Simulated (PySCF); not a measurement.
# CH5BClN (SMILES CNBCl): levels of theory compared

We compute a comparison of 5 runs (HF/STO-3G, HF/cc-pVDZ, SVWN5/STO-3G, B3LYP/6-31G*, wB97X/aug-cc-pVDZ) of CH5BClN. Input form: a Python script.

Program for the calculation: PySCF 2.14.0.

### Step 1. Starting point

CH5BClN has 9 atoms, charge 0, and is taken as a singlet. As SMILES, `CNBCl`. The coordinates come from a PBE0-D4/def2-TZVP relaxation. This is one conformer, not always the lowest.

Bond lengths: C1–N2 1.445 Å, N2–B3 1.381 Å, B3–Cl4 1.771 Å, C1–H5 1.094 Å, C1–H6 1.094 Å, C1–H7 1.090 Å, N2–H8 1.009 Å, B3–H9 1.192 Å. Some angles: C1–N2–B3 126.0°, N2–B3–Cl4 119.6°, C1–N2–H8 115.0°, B3–N2–H8 119.0°, N2–C1–H5 111.4°, N2–C1–H6 111.4°, N2–C1–H7 109.2°, N2–B3–H9 121.5°, Cl4–B3–H9 118.9°, H5–C1–H6 108.3°.

### Step 2. Energy and gradient at HF/STO-3G (run 1)

Input file job.py:

```python
from pyscf import gto

mol = gto.Mole()
mol.atom = [
    ('C', (0.510100, 0.482100, -0.973400)),
    ('N', (-0.407900, -0.226000, -0.111700)),
    ('B', (-0.261100, -0.415200, 1.248200)),
    ('Cl', (-1.495300, -1.314500, 2.144800)),
    ('H', (0.907000, -0.170400, -1.756500)),
    ('H', (0.027900, 1.338900, -1.452800)),
    ('H', (1.346700, 0.849900, -0.380000)),
    ('H', (-1.220500, -0.605500, -0.573900)),
    ('H', (0.681600, 0.014200, 1.838200)),
]
mol.max_memory = 1860
mol.basis = 'sto-3g'
mol.verbose = 3
mol.build()

mf = mol.RHF()
mf.conv_tol = 1e-10
mf.kernel()
if not mf.converged:
    mf = mf.newton().run(mf.mo_coeff, mf.mo_occ)

energy = mf.e_tot
print('E = %.10f Eh' % energy)
grad = mf.nuc_grad_method().kernel()
mf.analyze()
```

Launch:

```
$ OMP_NUM_THREADS=1 python job.py
```

Standard output:

```text
converged SCF energy = -573.102130448182
E = -573.1021304482 Eh
--------------- RHF gradients ---------------
         x                y                z
0 C    -0.0173158130    -0.0130762021     0.0151004332
1 N     0.0043088113     0.0093259671    -0.0338317140
2 B    -0.0276352369    -0.0170593619     0.0048663652
3 Cl     0.0102001657     0.0073318423    -0.0069218700
4 H     0.0011574349    -0.0007643599    -0.0007067888
5 H    -0.0001649739     0.0015004559    -0.0002451269
6 H     0.0010151426     0.0003489921     0.0011606137
7 H     0.0112466705     0.0045522977     0.0098867123
8 H     0.0171877989     0.0078403689     0.0106913754
----------------------------------------------
**** MO energy ****
MO #1   energy= -103.658106931722  occ= 2
MO #2   energy= -15.372244547631   occ= 2
MO #3   energy= -11.108741627642   occ= 2
MO #4   energy= -10.3441219677665  occ= 2
MO #5   energy= -7.78770732374364  occ= 2
MO #6   energy= -7.78322709121631  occ= 2
MO #7   energy= -7.78276738891483  occ= 2
MO #8   energy= -7.46437258635507  occ= 2
MO #9   energy= -1.16792881948847  occ= 2
MO #10  energy= -1.00459918012025  occ= 2
MO #11  energy= -0.89621277152914  occ= 2
MO #12  energy= -0.69935333101406  occ= 2
MO #13  energy= -0.600966492528591 occ= 2
MO #14  energy= -0.588704409268996 occ= 2
MO #15  energy= -0.55429729869165  occ= 2
MO #16  energy= -0.509469702425312 occ= 2
MO #17  energy= -0.445460086906434 occ= 2
MO #18  energy= -0.421480545540562 occ= 2
MO #19  energy= -0.371580289765021 occ= 2
MO #20  energy= -0.348103186660252 occ= 2
MO #21  energy= 0.300239653966722  occ= 0
MO #22  energy= 0.479341108202721  occ= 0
MO #23  energy= 0.583540131689613  occ= 0
MO #24  energy= 0.621672141727122  occ= 0
MO #25  energy= 0.675125650576863  occ= 0
MO #26  energy= 0.68280101700025   occ= 0
MO #27  energy= 0.716186376230918  occ= 0
MO #28  energy= 0.846108521521054  occ= 0
MO #29  energy= 0.903611562078518  occ= 0
 ** Mulliken atomic charges  **
charge of    0C =     -0.01344
charge of    1N =     -0.18178
charge of    2B =      0.15706
charge of    3Cl =     -0.18845
charge of    4H =      0.04048
charge of    5H =      0.04049
charge of    6H =      0.05165
charge of    7H =      0.14512
charge of    8H =     -0.05113
Dipole moment(X, Y, Z, Debye):  1.19950,  1.29004, -2.93133
```

It took 1.7 s on 1 thread of Intel Xeon at 2.70GHz, shared host; peak memory 0.12 GiB.

### Step 3. Energy and gradient at HF/cc-pVDZ (run 2)

Input file run.py:

```python
from pyscf import gto

mol = gto.M(
    atom='''
C      0.510100     0.482100    -0.973400
N     -0.407900    -0.226000    -0.111700
B     -0.261100    -0.415200     1.248200
Cl    -1.495300    -1.314500     2.144800
H      0.907000    -0.170400    -1.756500
H      0.027900     1.338900    -1.452800
H      1.346700     0.849900    -0.380000
H     -1.220500    -0.605500    -0.573900
H      0.681600     0.014200     1.838200
''',
    basis='cc-pvdz',
    verbose=4,
    max_memory=1860,
    spin=0,
)

calc0 = mol.RHF()
calc0.conv_tol = 1e-10
calc0.kernel()
if not calc0.converged:
    calc0 = calc0.newton().run(calc0.mo_coeff, calc0.mo_occ)

energy = calc0.e_tot
print('E = %.10f Eh' % energy)
grad = calc0.nuc_grad_method().kernel()
calc0.analyze()
```

Launch:

```
$ OMP_NUM_THREADS=1 python run.py
```

Standard output:

```text
PySCF version 2.14.0

[... 79 lines left out ...]
One-electron Energy =                -1074.057613344877836
[... 12 lines left out ...]
MO #8   energy= -7.64571080267972  occ= 2
[... 10 lines left out ...]
MO #19  energy= -0.433988524935068 occ= 2
[... 10 lines left out ...]
MO #30  energy= 0.462745872113598  occ= 0
[... 10 lines left out ...]
MO #41  energy= 0.827640552119195  occ= 0
[... 10 lines left out ...]
MO #52  energy= 1.16454241796615   occ= 0
[... 10 lines left out ...]
MO #63  energy= 1.7426088582504    occ= 0
[... 10 lines left out ...]
MO #74  energy= 2.29061903286469   occ= 0
[... 10 lines left out ...]
MO #85  energy= 3.36893569029003   occ= 0
[... 97 lines left out ...]
Dipole moment(X, Y, Z, Debye):  0.88325,  1.05202, -2.66408
```

Wall time 9.9 s (1 thread of Intel Xeon at 2.70GHz, shared host); peak memory 0.17 GiB.

Runs 3 to 4 aren't shown in full; the table further down has their settings and results.

### Step 4. Energy and gradient at wB97X/aug-cc-pVDZ (run 5)

Input file job.py:

```python
# CNBCl
from pyscf import gto, dft

mol = gto.Mole()
mol.atom = [
    ('C', (0.510100, 0.482100, -0.973400)),
    ('N', (-0.407900, -0.226000, -0.111700)),
    ('B', (-0.261100, -0.415200, 1.248200)),
    ('Cl', (-1.495300, -1.314500, 2.144800)),
    ('H', (0.907000, -0.170400, -1.756500)),
    ('H', (0.027900, 1.338900, -1.452800)),
    ('H', (1.346700, 0.849900, -0.380000)),
    ('H', (-1.220500, -0.605500, -0.573900)),
    ('H', (0.681600, 0.014200, 1.838200)),
]
mol.verbose = 4
mol.basis = 'aug-cc-pvdz'
mol.max_memory = 1860
mol.build()

myscf = dft.RKS(mol, xc='wb97x')
myscf.conv_tol = 1e-10
myscf.grids.level = 5
myscf.kernel()
if not myscf.converged:
    myscf = myscf.newton().run(myscf.mo_coeff, myscf.mo_occ)

e_final = myscf.e_tot
print('Final energy', e_final)
grad = myscf.nuc_grad_method().kernel()
dip = myscf.dip_moment()
pop, q = myscf.mulliken_pop()
```

Launch:

```
$ OMP_NUM_THREADS=1 python job.py
```

Standard output:

```text
PySCF version 2.14.0

[... 78 lines left out ...]
converged SCF energy = -580.983565153988
Final energy -580.9835651539879
[... 12 lines left out ...]
Dipole moment(X, Y, Z, Debye):  0.83295,  1.01970, -2.64935
[... 151 lines left out ...]
charge of    8H =      0.43117
```

Wall time 2.4 min (1 thread of Intel Xeon at 2.70GHz, shared host); peak memory 1.6 GiB.

### Step 5. Overview of the runs

```tsv
run	level	integration grid	Cartesian functions	energy (Eh)	dipole moment (D)	HOMO energy (eV)	LUMO energy (eV)	wall time
1	HF/STO-3G	–	no	-573.102130	3.42	-9.47	8.17	1.7 s
2	HF/cc-pVDZ	–	no	-579.509207	3.00	-10.90	4.21	9.9 s
3	SVWN5/STO-3G	5	no	-571.830145	3.65	-4.46	2.24	6.9 s
4	B3LYP/6-31G* (Cartesian functions)	5	yes	-580.998873	3.10	-7.37	0.51	29 s
5	wB97X/aug-cc-pVDZ	5	no	-580.983565	2.96	-10.22	1.06	2.4 min
```

### Step 6. Summary of results

```
                       quantity          value
            run 5: total energy  -580.98357 Eh
           run 5: dipole moment         2.96 D
             run 5: HOMO energy      -10.22 eV
             run 5: LUMO energy        1.06 eV
           run 5: HOMO–LUMO gap       11.28 eV
run 5: largest force on an atom     0.367 eV/Å
```

**Reading.** The dipole moment (its size) runs from 2.96 D (wB97X/aug-cc-pVDZ) to 3.65 D (SVWN5/STO-3G). The two ends differ in method and basis. The HOMO–LUMO gap runs from 6.70 eV (SVWN5/STO-3G) to 17.64 eV (HF/STO-3G). Exact exchange widens orbital gaps. Totals of different functionals can't be ranked against each other. In runs 1, 3 the basis is minimal, so the values are rough. All runs together took 3.2 min, the longest 2.4 min.
